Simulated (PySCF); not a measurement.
# [Au3]−: forces at shaken geometries

How stiff is [Au3]−? Its atoms are displaced at random by several amounts. It is a constructed species; whether it can be made isn't addressed.

Computed with PySCF 2.14.0. Level: PBE, Au def2-SVP with ECP60; scalar-relativistic core potentials, no spin–orbit coupling.

3 further runs of the same task are left out: 2 for a known fault of the program, 1 that didn't finish. Runs told in other sessions of the task aren't counted.

**1. Where the work starts**

3 atoms, charge -1, spin multiplicity 1.

Bond lengths: Au1–Au2 2.611 Å, Au2–Au3 2.611 Å. Angles: Au1–Au2–Au3 180.0°.

As a file:

| atom | x (Å) | y (Å) | z (Å) |
| --- | --- | --- | --- |
| Au1 | 0.00000 | 0.00000 | 2.61091 |
| Au2 | 0.00000 | 0.00000 | 0.00000 |
| Au3 | 0.00000 | 0.00000 | -2.61091 |

An earlier session relaxed this geometry at PBE, Au def2-SVP with ECP60 (singlet, point group D∞h).

Its energy there is -407.472533 Eh.

**2. Atoms moved at random, σ = 0.15 Å**

The input, run.py (the lines that set the calculation):

```python
mol = gto.M(atom='''
Au    -0.40114     0.07297     2.46553
Au     0.12145    -0.15234     0.17804
Au     0.27969     0.07937    -2.64357''',
    basis={'Au': 'def2-SVP'},
    ecp={'Au': 'def2-SVP'},
    charge=-1, spin=0)
mf = dft.RKS(mol, xc='PBE')
mf.grids.atom_grid = (50, 194)
mf = mf.density_fit()  # fitting sets: Au def2-universal-JKFIT
mf.conv_tol = 1e-08; mf.max_cycle = 55
mf.kernel(dm0)  # dm0: the density of the relaxed state
```

Started as:

```bash
> OMP_NUM_THREADS=2 python run.py
```

The log of the run:

```text
init E= -407.493049734735
  HOMO = -0.0458781866745375  LUMO = 0.0354560214870903  gap/eV = 2.21322
cycle= 1 E= -407.446013614578  delta_E= 0.047  |g|= 0.122  |ddm|= 1.05
  HOMO = -0.0126994791993211  LUMO = 0.0376021701698623  gap/eV = 1.36878
cycle= 2 E= -407.387709254132  delta_E= 0.0583  |g|= 0.41  |ddm|= 1.31
  HOMO = -0.0380102739223434  LUMO = 0.0378074804195876  gap/eV = 2.06311
cycle= 3 E= -407.452479064278  delta_E= -0.0648  |g|= 0.0378  |ddm|= 0.912
  HOMO = -0.0386783211344808  LUMO = 0.0379692940698506  gap/eV = 2.08569
cycle= 4 E= -407.45277123532  delta_E= -0.000292  |g|= 0.0252  |ddm|= 0.0948
  HOMO = -0.0391205610227283  LUMO = 0.0381583983862028  gap/eV = 2.10287
cycle= 5 E= -407.452944152972  delta_E= -0.000173  |g|= 0.00529  |ddm|= 0.0492
  HOMO = -0.0392180526262536  LUMO = 0.038006895725486  gap/eV = 2.10140
cycle= 6 E= -407.452951312099  delta_E= -7.16e-06  |g|= 0.00155  |ddm|= 0.00981
  HOMO = -0.0391312121699134  LUMO = 0.0380368124541395  gap/eV = 2.09985
cycle= 7 E= -407.452951878632  delta_E= -5.67e-07  |g|= 0.000313  |ddm|= 0.00295
  HOMO = -0.039136357526925  LUMO = 0.0380286052887766  gap/eV = 2.09977
cycle= 8 E= -407.452951897361  delta_E= -1.87e-08  |g|= 0.000118  |ddm|= 0.000689
  HOMO = -0.0391387178253253  LUMO = 0.0380284413946876  gap/eV = 2.09983
cycle= 9 E= -407.452951900274  delta_E= -2.91e-09  |g|= 3.84e-05  |ddm|= 0.000157
  HOMO = -0.0391450082918241  LUMO = 0.038028953199007  gap/eV = 2.10001
Extra cycle  E= -407.452951896237  delta_E= 4.04e-09  |g|= 0.000114  |ddm|= 0.000373
converged SCF energy = -407.452951896237
```

Run time: 3.9 s. Hardware: 2 threads of Arm Neoverse V1, shared host.

It gives: E = -407.452952 Eh (+0.533 eV from the relaxed state), HOMO -1.07 eV, LUMO 1.03 eV, Mulliken charge on Au1 -0.28 e, largest force component 4.460 eV/Å. 

| atom | Fx | Fy | Fz (eV/Å) |
| --- | --- | --- | --- |
| Au1 | -0.724 | 0.273 | 3.543 |
| Au2 | 0.721 | -0.131 | -4.460 |
| Au3 | 0.004 | -0.142 | 0.917 |

**3. Atoms moved at random, σ = 0.1 Å**

Changes to run.py (the lines that set the calculation) since step 2:

```diff
@@ -1,5 +1,5 @@
 mol = gto.M(atom='''
-Au    -0.40114     0.07297     2.46553
-Au     0.12145    -0.15234     0.17804
-Au     0.27969     0.07937    -2.64357''',
+Au     0.04497    -0.03715     2.61045
+Au     0.05887     0.00080    -0.05702
+Au    -0.10384     0.03635    -2.55343''',
     basis={'Au': 'def2-SVP'},
```

Started as:

```bash
> OMP_NUM_THREADS=2 python run.py
```

The log of the run:

```text
init E= -407.476732578574
  HOMO = -0.0436369140633448  LUMO = 0.0399494415156623  gap/eV = 2.27450
cycle= 1 E= -407.469172250129  delta_E= 0.00756  |g|= 0.0427  |ddm|= 0.333
  HOMO = -0.0376018947501886  LUMO = 0.0382967006510113  gap/eV = 2.06531
cycle= 2 E= -407.46299135911  delta_E= 0.00618  |g|= 0.137  |ddm|= 0.451
  HOMO = -0.0438924984910334  LUMO = 0.038693748483551  gap/eV = 2.24729
cycle= 3 E= -407.469998879319  delta_E= -0.00701  |g|= 0.0112  |ddm|= 0.296
  HOMO = -0.0439982492669569  LUMO = 0.0389285918643751  gap/eV = 2.25655
cycle= 4 E= -407.47005389143  delta_E= -5.5e-05  |g|= 0.00377  |ddm|= 0.0314
  HOMO = -0.0441391860732968  LUMO = 0.038909518550533  gap/eV = 2.25987
cycle= 5 E= -407.470057242408  delta_E= -3.35e-06  |g|= 0.00159  |ddm|= 0.00895
  HOMO = -0.0441302075110321  LUMO = 0.0389092252628944  gap/eV = 2.25962
cycle= 6 E= -407.470057827376  delta_E= -5.85e-07  |g|= 0.000459  |ddm|= 0.00268
  HOMO = -0.044108026510916  LUMO = 0.0389196761229917  gap/eV = 2.25930
cycle= 7 E= -407.470057895352  delta_E= -6.8e-08  |g|= 0.000112  |ddm|= 0.000945
  HOMO = -0.0441062594201511  LUMO = 0.0389175170703164  gap/eV = 2.25919
cycle= 8 E= -407.47005789964  delta_E= -4.29e-09  |g|= 2.18e-05  |ddm|= 0.000325
  HOMO = -0.0441096845476992  LUMO = 0.0389171764162657  gap/eV = 2.25928
Extra cycle  E= -407.470057898308  delta_E= 1.33e-09  |g|= 6.54e-05  |ddm|= 0.000209
converged SCF energy = -407.470057898308
```

It took 3.6 s on 2 threads of Arm Neoverse V1, shared host.

Read off: E = -407.470058 Eh (+0.067 eV from the relaxed state), HOMO -1.20 eV, LUMO 1.06 eV, Mulliken charge on Au1 -0.36 e, largest force component 1.414 eV/Å. 

| atom | Fx | Fy | Fz (eV/Å) |
| --- | --- | --- | --- |
| Au1 | 0.030 | 0.008 | -0.335 |
| Au2 | 0.001 | -0.023 | 1.414 |
| Au3 | -0.032 | 0.015 | -1.079 |

**4. Atoms moved at random, σ = 0.06 Å**

Changes to run.py (the lines that set the calculation) since step 3:

```diff
@@ -1,5 +1,5 @@
 mol = gto.M(atom='''
-Au     0.04497    -0.03715     2.61045
-Au     0.05887     0.00080    -0.05702
-Au    -0.10384     0.03635    -2.55343''',
+Au    -0.05842     0.03365     2.66207
+Au    -0.01010    -0.00802    -0.05050
+Au     0.06852    -0.02564    -2.61156''',
     basis={'Au': 'def2-SVP'},
```

Started as:

```bash
> OMP_NUM_THREADS=2 python run.py
```

The log of the run:

```text
init E= -407.470289811829
  HOMO = -0.0471827042235926  LUMO = 0.0336990968695829  gap/eV = 2.20091
cycle= 1 E= -407.470158525228  delta_E= 0.000131  |g|= 0.0405  |ddm|= 0.247
  HOMO = -0.0378725677020064  LUMO = 0.0356276340258055  gap/eV = 2.00004
cycle= 2 E= -407.464227754617  delta_E= 0.00593  |g|= 0.132  |ddm|= 0.439
  HOMO = -0.0446442093039852  LUMO = 0.0353868785945486  gap/eV = 2.17776
cycle= 3 E= -407.470913862028  delta_E= -0.00669  |g|= 0.0111  |ddm|= 0.288
  HOMO = -0.0451448777633692  LUMO = 0.0352120442797901  gap/eV = 2.18662
cycle= 4 E= -407.470965493975  delta_E= -5.16e-05  |g|= 0.00411  |ddm|= 0.0296
  HOMO = -0.0452359011732169  LUMO = 0.0352397648183556  gap/eV = 2.18985
cycle= 5 E= -407.470970282376  delta_E= -4.79e-06  |g|= 0.00156  |ddm|= 0.0102
  HOMO = -0.0452292407449213  LUMO = 0.0352221609620917  gap/eV = 2.18919
cycle= 6 E= -407.470970863492  delta_E= -5.81e-07  |g|= 0.000305  |ddm|= 0.00246
  HOMO = -0.0452279131637052  LUMO = 0.0352159085651071  gap/eV = 2.18899
cycle= 7 E= -407.470970909225  delta_E= -4.57e-08  |g|= 0.000109  |ddm|= 0.000966
  HOMO = -0.0452235165291488  LUMO = 0.0352177205283408  gap/eV = 2.18892
cycle= 8 E= -407.470970911519  delta_E= -2.29e-09  |g|= 1.93e-05  |ddm|= 0.000169
  HOMO = -0.0452260650444205  LUMO = 0.0352179808466957  gap/eV = 2.18899
Extra cycle  E= -407.470970910263  delta_E= 1.26e-09  |g|= 6.18e-05  |ddm|= 0.000204
converged SCF energy = -407.470970910263
```

It took 3.5 s on 2 threads of Arm Neoverse V1, shared host.

Read off: E = -407.470971 Eh (+0.043 eV from the relaxed state), HOMO -1.23 eV, LUMO 0.96 eV, Mulliken charge on Au1 -0.36 e, largest force component 0.979 eV/Å. 

| atom | Fx | Fy | Fz (eV/Å) |
| --- | --- | --- | --- |
| Au1 | 0.010 | -0.016 | -0.598 |
| Au2 | -0.008 | 0.020 | 0.979 |
| Au3 | -0.002 | -0.004 | -0.381 |

**5. The displacements side by side**

| σ (Å) | energy rise (eV) | harmonic estimate −½ F·u (eV) | largest force component (eV/Å) |
| --- | --- | --- | --- |
| 0.15 | 0.533 | 0.466 | 4.46 |
| 0.1 | 0.067 | 0.069 | 1.41 |
| 0.06 | 0.043 | 0.040 | 0.98 |

Every displacement raises the energy. For a harmonic well the rise equals −½ F·u; the two differ by at most 13 % here (a move with σ = 0.15 Å), from anharmonicity, the grid and the small forces left at the relaxed point. The bases are small and lack diffuse functions. Spin–orbit coupling is left out.
